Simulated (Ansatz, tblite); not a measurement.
# Al6As6 wurtzite hole sphere (Al6As6H18): a ladder of methods and basis sets

One table from this session's results is given with a row withheld; the runs are named, their logs left out.

Method: as each input shows; program: Ansatz 0.2.0, Gaussian basis.

The runs, in order: GFN1-xTB, GFN2-xTB, PBE-D4/def2-TZVP, r2SCAN-D4/def2-TZVP, BLYP-D4/def2-TZVP, B2PLYP/def2-TZVP, r2SCANh-D4/def2-TZVP, PBE-D4/def2-SVP, PBE0-D4/def2-SVP, HF/STO-3G, HF/6-31G, B3LYP-D4/6-31G, MP2/def2-SVP, RPA/def2-SVP.

**The geometry**

The singlet was relaxed beforehand with PBE-D4/def2-SVP.

30 atoms, charge 0, spin multiplicity 1.

Bond lengths: As1–Al2 2.526 Å, As1–Al7 2.526 Å, As1–H13 1.521 Å, As1–H14 1.528 Å, Al2–As4 2.456 Å, Al2–As5 2.526 Å, Al2–H15 1.596 Å, Al3–As4 2.525 Å, Al3–As8 2.525 Å, Al3–H16 1.616 Å, Al3–H17 1.602 Å, As4–Al6 2.525 Å, As4–H18 1.528 Å, As5–Al10 2.526 Å, As5–H19 1.528 Å, As5–H20 1.521 Å, Al6–As12 2.525 Å, Al6–H21 1.616 Å and more. Angles: Al2–As1–Al7 121.4°, Al2–As1–H13 108.6°, Al2–As1–H14 108.7°, Al7–As1–H13 108.7°, Al7–As1–H14 108.8°, H13–As1–H14 98.1°, As1–Al2–As4 104.5°, As1–Al2–As5 96.1°, As1–Al2–H15 111.8°, As4–Al2–As5 104.5°, As4–Al2–H15 123.9°, As5–Al2–H15 112.2°, As4–Al3–As8 97.6°, As4–Al3–H16 106.2°, As4–Al3–H17 110.5°, As8–Al3–H16 106.5°, As8–Al3–H17 110.5°, H16–Al3–H17 122.6° and more.

PBE0-D4/def2-TZVP was run before; its log isn't repeated, and its numbers join the tables.

Set-up of the first run:

Tight binding, by tblite at 300 K electronic temperature and without a spin-polarisation term:

```python
tblite.interface.Calculator('GFN1-xTB', numbers, positions, charge=0, uhf=0).singlepoint()
```

Tight binding, by tblite at 300 K electronic temperature and without a spin-polarisation term:

```python
tblite.interface.Calculator('GFN2-xTB', numbers, positions, charge=0, uhf=0).singlepoint()
```

start.molden holds the orbitals of an earlier run on this state, given as this run's starting guess.

in.yaml reads:

```yaml
crystal:
  periodic: [false, false, false]
  atoms:
    - {symbol: As, position_ang: [-0.002993, -2.172042, -1.916859]}
    - {symbol: Al, position_ang: [-2.204524, -1.272262, -1.065513]}
    - {symbol: Al, position_ang: [0.003625, -2.595411, 2.080847]}
    - {symbol: As, position_ang: [-1.897260, -1.095855, 1.364323]}
    - {symbol: As, position_ang: [-1.881062, 1.083692, -1.917323]}
    - {symbol: Al, position_ang: [-2.247869, 1.300596, 2.078581]}
    - {symbol: Al, position_ang: [2.201521, -1.272402, -1.072667]}
    - {symbol: As, position_ang: [1.901580, -1.094943, 1.357901]}
    - {symbol: As, position_ang: [1.876772, 1.083820, -1.923709]}
    - {symbol: Al, position_ang: [-0.000901, 2.543299, -1.071672]}
    - {symbol: Al, position_ang: [2.253485, 1.301609, 2.071012]}
    - {symbol: As, position_ang: [0.001511, 2.194251, 1.358834]}
    - {symbol: H, position_ang: [-0.002895, -3.684709, -1.760683]}
    - {symbol: H, position_ang: [-0.006644, -2.113723, -3.443832]}
    - {symbol: H, position_ang: [-3.447869, -1.996495, -1.755457]}
    - {symbol: H, position_ang: [-0.002623, -3.850049, 1.062844]}
    - {symbol: H, position_ang: [0.006069, -2.774761, 3.672886]}
    - {symbol: H, position_ang: [-3.162979, -1.828379, 1.808756]}
    - {symbol: H, position_ang: [-1.829529, 1.051455, -3.444310]}
    - {symbol: H, position_ang: [-3.191363, 1.840133, -1.763181]}
    - {symbol: H, position_ang: [-3.334021, 1.925407, 1.058531]}
    - {symbol: H, position_ang: [-2.405075, 1.392304, 3.670360]}
    - {symbol: H, position_ang: [3.444258, -1.992941, -1.767556]}
    - {symbol: H, position_ang: [3.168466, -1.826247, 1.800806]}
    - {symbol: H, position_ang: [1.817308, 1.051868, -3.450368]}
    - {symbol: H, position_ang: [3.187687, 1.840395, -1.776658]}
    - {symbol: H, position_ang: [0.002388, 3.980661, -1.764757]}
    - {symbol: H, position_ang: [2.416547, 1.392958, 3.662282]}
    - {symbol: H, position_ang: [3.333602, 1.930096, 1.046615]}
    - {symbol: H, position_ang: [0.002797, 3.657675, 1.799938]}
basis:
  gaussian: {orbitals: def2-TZVP, fitting: {mean_field: def2-universal-jkfit}, initial_orbitals: start.molden}
hamiltonian: {xc: pbe, dispersion: d4}
scf: {omitted_lower_state_checks: [starts]}
output: {forces: true, orbitals: {seedname: orbitals}}
```

Run with:

```sh
> ansatz run in.yaml --threads 2 --pin off --events-out ev --progress --plain --max-ram 31744MiB --backend cuda --devices 0, --max-vram 18GiB
```

Among the steps run: PBE-D4/def2-TZVP; r2SCAN-D4/def2-TZVP; BLYP-D4/def2-TZVP; B2PLYP/def2-TZVP; r2SCANh-D4/def2-TZVP; PBE-D4/def2-SVP; PBE0-D4/def2-SVP; HF/STO-3G; HF/6-31G; B3LYP-D4/6-31G; MP2/def2-SVP; RPA/def2-SVP.

One of the session's tables, all rows but one given; the rest of the session is left out.

It belongs to the step «Binding energy». 

```
               level  binding an atom (eV)
           HF/STO-3G                 3.355
            HF/6-31G                 1.635
         HF/def2-SVP                 1.905
     PBE-D4/def2-SVP                 2.713
    PBE-D4/def2-TZVP                     ?
   BLYP-D4/def2-TZVP                 2.686
 r2SCAN-D4/def2-TZVP                 2.729
r2SCANh-D4/def2-TZVP                 2.719
      B3LYP-D4/6-31G                 2.555
    PBE0-D4/def2-SVP                 2.704
   PBE0-D4/def2-TZVP                 2.693
        MP2/def2-SVP                 2.477
```

Estimate the missing values for PBE-D4/def2-TZVP.

The run gave: binding an atom (eV): 2.700. In the column «binding an atom (eV)» it lies between PBE0-D4/def2-TZVP (2.693) and PBE0-D4/def2-SVP (2.704).

To keep in mind: Free atoms were run apart at each level; binding is atoms less cluster, divided by the number of atoms, without zero-point or spin-orbit terms.
